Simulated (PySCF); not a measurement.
# InF: bond curves at several levels of theory

One job finds the state of InF, follows it along the bond with each method and fits the curves.

The runs use PySCF 2.14.0; In def2-SVP with ECP28, F def2-SVP, scalar-relativistic core potentials.

### 1 Set-up

Settings of the job:

```json
{
  "atoms": "In, F",
  "charge": "0",
  "basis": "In def2-SVP with ECP28, F def2-SVP",
  "Hamiltonian": "scalar-relativistic core potentials",
  "basis functions": "40",
  "electrons treated": "30",
  "masses in u": "114.9039, 18.9984",
  "levels": "PBE0, PBE, r²SCAN, PBEsol, r²SCANh, revPBE, HSE06, HF, MP2, SCS-MP2, CCSD, CCSD(T)",
  "grid": "80 radial by 434 angular points",
  "occupations": "held fixed by the projection of orbital angular momentum",
  "dissociation limit": "In + F, each in its ground configuration",
  "starting distance in angstrom": "2.005",
  "values of 2S to try": "0, 2"
}
```

The run is started by

```sh
$ OMP_NUM_THREADS=1 python dia.py task.json out
```

After this run come: The PBE0 curve of the state that the search chose; Other states along the same grid; PBE (GGA); r²SCAN (meta-GGA); PBEsol; r²SCANh; revPBE (GGA); HSE06 (range-separated hybrid); RHF; MP2 and coupled cluster.

Before running it: what results should come out? Wanted: for each run, Re; ωe; De; μ.

**Answer**, as computed:

Lowest PBE0 solution found, without spin–orbit coupling: ¹Σ⁺ (singlet), closed shell. State 2 has its PBE0 minimum 3.71 eV higher. The other levels ran on the lowest alone.

| level | Re (Å) | ωe (cm⁻¹) | De (eV) | μ (D) |
| --- | --- | --- | --- | --- |
| RHF | 1.985 | 580 | 3.52 | -3.06 |
| RHF-MP2 | 1.992 | 580 | 5.32 | n/a |
| RHF-SCS-MP2 | 1.994 | 577 | 5.16 | n/a |
| RHF-CCSD | 1.994 | 576 | 4.94 | n/a |
| RHF-CCSD(T) | 1.996 | 573 | 5.02 | n/a |
| PBE | 2.017 | 542 | 5.67 | -2.66 |
| PBEsol | 2.001 | 557 | 5.92 | -2.58 |
| revPBE | 2.028 | 530 | 5.42 | -2.71 |
| r²SCAN | 1.996 | 565 | 5.44 | -2.70 |
| r²SCANh | 1.991 | 571 | 5.30 | -2.77 |
| PBE0 | 1.996 | 565 | 5.26 | -2.86 |
| HSE06 | 1.996 | 566 | 5.27 | -2.86 |

De is counted to In + F in their ground configurations. A positive dipole means In(−)F(+).

Differences from CCSD(T) in the same basis:

| level | Re (mÅ) | ωe (%) |
| --- | --- | --- |
| RHF | -11 | +1.1 |
| RHF-MP2 | -4 | +1.2 |
| RHF-SCS-MP2 | -2 | +0.6 |
| RHF-CCSD | -2 | +0.4 |
| PBE | +21 | -5.5 |
| PBEsol | +5 | -2.9 |
| revPBE | +32 | -7.6 |
| r²SCAN | 0 | -1.5 |
| r²SCANh | -5 | -0.4 |
| PBE0 | 0 | -1.4 |
| HSE06 | 0 | -1.3 |

What this shows: Against CCSD(T) in the same basis, the bond length is nearest at r²SCAN and PBE0 and HSE06 (0 mÅ) and farthest at revPBE (+32 mÅ); the wavenumber is nearest at RHF-CCSD and r²SCANh (0.4 % off) and farthest at revPBE (-7.6 %). Hartree–Fock falls on the short and stiff side, its usual fault. PBE has the long and soft bond that GGAs tend to give. CCSD(T) in a basis this small is itself some way from its limit, more so than the functionals. Of the levels with a De here, RHF gives the least (3.52 eV) and PBEsol the most (5.92 eV).

Correlated steps freeze 5 core orbitals. These are scalar-relativistic numbers at best; spin–orbit coupling would shift them, the dissociation energy most.
